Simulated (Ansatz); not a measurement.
**The germanium atom (triplet): wave-function methods side by side, cc-pVDZ**

Aim: climb from Hartree-Fock through coupled cluster and multireference methods for the germanium atom (triplet) at one geometry and basis, and see what each rung misses.

Program: Ansatz 0.2.0, Gaussian basis. Level of theory: cc-pVDZ, core rule «outside noble gas», up to 14 orbitals frozen. These are calculated values, not measurements.

The runs, in order: UHF; CCSD(T) on ROHF; CCSD(T) on UHF; BCCD(T) on ROHF; CISD; CCSDT(Q) on ROHF; CCSDT(Q) on UHF; CASSCF and MRCISD+Q, 4 electrons in 4 orbitals; CASSCF and MRCISD+Q(relaxed), 4 electrons in 4 orbitals; CASSCF and NEVPT4(SD), 4 electrons in 4 orbitals; CASSCF and NEVPT2, 4 electrons in 4 orbitals.

## Step 1: The atom

A free atom, in its lowest state of this spin that the program finds. No spin-orbit coupling is included. The filled d shell of Ge may be among the frozen orbitals whatever the setting's name suggests; the logs give the count.

1 atom, charge 0, spin multiplicity 3.

## Step 2: UHF

Contents of in.yaml:

```yaml
crystal:
  periodic: [false, false, false]
  atoms:
    - {symbol: Ge, position_ang: [0.000000, 0.000000, 0.000000]}
basis:
  gaussian: {orbitals: cc-pVDZ}
magnetization: {spin_polarized: true, initial_magnetization: 2}
hamiltonian: {xc: hf}
output: {orbitals: {seedname: orbitals}}
```

Command:

```
$ ansatz run in.yaml --threads 1 --pin off --events-out ev --progress --plain --max-ram 2393MiB
```

Further steps of the session: CCSD(T) on ROHF; CCSD(T) on UHF; BCCD(T) on ROHF; CISD; CCSDT(Q) on ROHF; CCSDT(Q) on UHF; CASSCF and MRCISD+Q, 4 electrons in 4 orbitals; CASSCF and MRCISD+Q(relaxed), 4 electrons in 4 orbitals; CASSCF and NEVPT4(SD), 4 electrons in 4 orbitals; CASSCF and NEVPT2, 4 electrons in 4 orbitals.

Before running them: what should the planned runs give, taken together? Wanted: UCCSDT(Q) below the RHF energy; RMP2 from UCCSDT(Q); UMP2 from UCCSDT(Q); RCCSD from UCCSDT(Q); RCCSD(T) from UCCSDT(Q); UCCSD(T) from UCCSDT(Q); RCCSDT(Q) from UCCSDT(Q); NEVPT2 valence from UCCSDT(Q); NEVPT4(SD) valence from UCCSDT(Q).

The runs gave:

| quantity | value |
| --- | --- |
| UCCSDT(Q) below the RHF energy | -1.6521 eV |
| RMP2 from UCCSDT(Q) | +11.04 kcal/mol |
| UMP2 from UCCSDT(Q) | +10.75 kcal/mol |
| RCCSD from UCCSDT(Q) | +0.89 kcal/mol |
| RCCSD(T) from UCCSDT(Q) | +0.40 kcal/mol |
| UCCSD(T) from UCCSDT(Q) | +0.18 kcal/mol |
| RCCSDT(Q) from UCCSDT(Q) | +0.21 kcal/mol |
| NEVPT2 valence from UCCSDT(Q) | +7.64 kcal/mol |
| NEVPT4(SD) valence from UCCSDT(Q) | +0.31 kcal/mol |
| MRCISD+Q valence from UCCSDT(Q) | -0.55 kcal/mol |
| levels within 1 kcal/mol (43 meV) | RCCSD, UCCSD, RCCSD(T), UCCSD(T), BCCD(T), RCCSDT, UCCSDT, RCCSDT(Q), NEVPT4(SD) valence, MRCISD valence, MRCISD+Q valence, MRCISD+Q(relaxed) valence |
| T1 diagnostic | 0.019 |
| effectively unpaired electrons | 2.01 |

In words: RCCSD(T) misses by +0.40 kcal/mol, 1.1 % of the correlation energy. One determinant dominates. Of the multireference levels listed NEVPT4(SD) valence comes nearest in total energy (+0.31 kcal/mol), which doesn't show that its space is the better one. These misses are within one basis, not against nature; the frozen cores of restricted and unrestricted runs differ, which can shift their rows.
